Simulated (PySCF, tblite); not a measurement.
# C5H6S2Si: geometry, infrared bands and NMR shifts

Wanted: the infrared bands and NMR shifts of C5H6S2Si (`C#CC(=C=S)[SiH2]SC`), by calculation.

Programs: tblite 0.8.0 and PySCF 2.14.0, with density-fitted response routines of our own. Each step states its level of theory. These are calculated values for one molecule in the gas phase, unless marked as measured. Atoms are numbered from 0 throughout.

**1. Starting geometry**

14 atoms, charge 0, multiplicity 1; geometry from: force field or distance geometry start.

Bonds of the start (Å): C0–C1 1.20, C1–C2 1.44, C2–C3 1.31, C3–S4 1.61, C2–Si5 1.83, Si5–S6 2.13, S6–C7 1.83, C0–H8 1.07, Si5–H9 1.49, Si5–H10 1.48, C7–H11 1.11, C7–H12 1.10, C7–H13 1.10.

**2. Optimising the geometry with GFN2-xTB**

Job settings and geometry (Å):

```
{"job": {"kind": "relax", "xc": "GFN2-xTB", "basis": "xTB"}, "charge": 0, "multiplicity": 1}
C     -3.693600    -1.132900    -0.410100
C     -2.692800    -0.475200    -0.366700
C     -1.480100     0.292400    -0.268000
C     -1.542400     1.597600    -0.336300
S     -1.625200     3.200500    -0.390500
Si     0.091400    -0.634500    -0.083200
S      1.629700     0.503900     0.855200
C      3.201800     0.320000    -0.062800
H     -4.597000    -1.710900    -0.461900
H     -0.238100    -1.809700     0.770300
H      0.512100    -1.035300    -1.445400
H      3.100900    -0.527200    -0.779600
H      3.339700     1.228600    -0.661600
H      3.992800     0.182300     0.693300
```

Launch:

```
$ OMP_NUM_THREADS=1 python probes_run.py task.json out
```

The driver reads the jobs from task.json and runs them one after another.

**Question.** This job is followed by: GFN2-xTB harmonic vibrations, gas phase; GIAO PBE0/pcSseg-1 NMR shielding, non-relativistic, gas phase. Predict these results of the whole session: strongest single infrared mode (GFN2-xTB); zero-point energy (GFN2-xTB); 13C shifts against TMS (PBE0/pcSseg-1); 1H shifts against TMS (PBE0/pcSseg-1, means over atoms taken as alike); 33S shifts against CS2 (PBE0/pcSseg-1); 29Si shifts against TMS (PBE0/pcSseg-1).

As calculated:

```
                                                              quantity                              value
                             strongest single infrared mode (GFN2-xTB)              1852 cm⁻¹, 810 km/mol
                                          zero-point energy (GFN2-xTB)                      53.2 kcal/mol
                                13C shifts against TMS (PBE0/pcSseg-1)  251.1, 94.9, 72.0, 45.1, 12.2 ppm
1H shifts against TMS (PBE0/pcSseg-1, means over atoms taken as alike)               5.16, 2.80, 2.09 ppm
                                33S shifts against CS2 (PBE0/pcSseg-1)                      274, -222 ppm
                               29Si shifts against TMS (PBE0/pcSseg-1)                          -23.4 ppm
```

**Reading.** Relaxing lowered the energy by 0.341 eV in 158 steps; the close pair that moved most is C2–Si5, from 1.834 to 1.891 Å. No mode is imaginary among the 36: a minimum at this level. The strongest single mode, at 1852 cm⁻¹, moves mainly C3. GFN2-xTB is a fitted tight-binding method: band positions and strengths are rough. Its intensities can rank the bands wrongly. At PBE0/pcSseg-1: The largest span, 440 ppm, is at S4, where the paramagnetic term is -828 ppm.
